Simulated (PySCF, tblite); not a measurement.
# C₄H₁₁BN₂O: geometry, infrared bands and NMR shifts

Wanted: the infrared bands and NMR shifts of C₄H₁₁BN₂O (`C#C[B@-](O)(NC)[NH2+]C`), by calculation.

The runs use tblite 0.8.0 and PySCF 2.14.0, with density-fitted response routines of our own; the level of theory stands in each step. All values are computed, except where a source is named. Atoms count from 0, in the outputs and in this text.

### Step 1. Starting geometry

19 atoms, charge 0, multiplicity 1; geometry from: force field or distance geometry start.

Bonds of the start (Å): C0–C1 1.21, C1–B2 1.54, B2–O3 1.48, B2–N4 1.51, N4–C5 1.43, B2–N6 1.53, N6–C7 1.43, C0–H8 1.08, O3–H9 0.97, N4–H10 1.07, C5–H11 1.13, C5–H12 1.10, C5–H13 1.12, N6–H14 1.07, N6–H15 1.03, C7–H16 1.10, C7–H17 1.12, C7–H18 1.12.

### Step 2. Relaxing the molecule with GFN2-xTB

The job: settings as JSON, then the geometry in Å.

```
{"job": {"kind": "relax", "xc": "GFN2-xTB", "basis": "xTB"}, "charge": 0, "multiplicity": 1}
C     -0.165000     2.449800     1.480000
C     -0.062600     1.552200     0.667800
B      0.078300     0.383900    -0.332100
O     -0.292000     0.871400    -1.685000
N     -0.896200    -0.699300     0.066100
C     -2.215300    -0.272900     0.423200
N      1.522200    -0.126400    -0.396900
C      1.644800    -1.533700    -0.160800
H     -0.284300     3.244900     2.197600
H      0.444600     1.343400    -2.094800
H     -1.025800    -1.416800    -0.716200
H     -2.950900    -0.999600    -0.021600
H     -2.477600     0.748800     0.103300
H     -2.355500    -0.331700     1.533500
H      1.997100     0.379700     0.415000
H      1.963800     0.152500    -1.285800
H      0.708100    -1.959300     0.223800
H      1.957100    -2.095100    -1.075500
H      2.399300    -1.682600     0.650900
```

Command:

```console
$ OMP_NUM_THREADS=1 python probes_run.py task.json out
```

One launch serves the whole session: the jobs run in the order shown.

**Question.** This job is followed by: GFN2-xTB harmonic vibrations, gas phase; GIAO PBE0/pcSseg-1 NMR shielding, non-relativistic, gas phase. What will the session give for the following? strongest single infrared mode (GFN2-xTB); zero-point energy (GFN2-xTB); 13C shifts against TMS (PBE0/pcSseg-1); 1H shifts against TMS (PBE0/pcSseg-1); 11B shifts against BF3·OEt2 (PBE0/pcSseg-1); 17O shifts against H2O (PBE0/pcSseg-1); 15N shifts against NH3 (PBE0/pcSseg-1).

The runs gave:

| quantity | value |
| --- | --- |
| strongest single infrared mode (GFN2-xTB) | 1206 cm⁻¹, 321 km/mol |
| zero-point energy (GFN2-xTB) | 96.4 kcal/mol |
| 13C shifts against TMS (PBE0/pcSseg-1) | 100.1, 90.1, 33.1, 32.8 ppm |
| 1H shifts against TMS (PBE0/pcSseg-1) | 3.75, 3.57, 3.05, 2.93, 2.89, 2.83, 2.54, 2.51, 2.12, 1.10, -0.14 ppm |
| 11B shifts against BF3·OEt2 (PBE0/pcSseg-1) | 19.4 ppm |
| 17O shifts against H2O (PBE0/pcSseg-1) | 115.8 ppm |
| 15N shifts against NH3 (PBE0/pcSseg-1) | 94.8, 26.0 ppm |

What this shows: The optimisation took 294 steps and gained 1.561 eV; among the close pairs (by a distance rule), B2–N6 changed most, from 1.533 to 3.680 Å. The lowest mode is slightly imaginary (19i cm⁻¹), a soft motion within the noise of the Hessian, so the minimum is not strictly shown. The strongest single mode, at 1206 cm⁻¹, moves mainly B2. Unscaled tight-binding wavenumbers are off by several per cent, some by more. Its intensities can rank the bands wrongly. The structure rearranged or came apart on optimisation; the results belong to the end geometry, not to the formula as drawn. Shifts at one fixed geometry are not the observed spectrum, which averages over the motion. At PBE0/pcSseg-1: The widest tensor belongs to C1: span 294 ppm, with a paramagnetic part of -166 ppm.
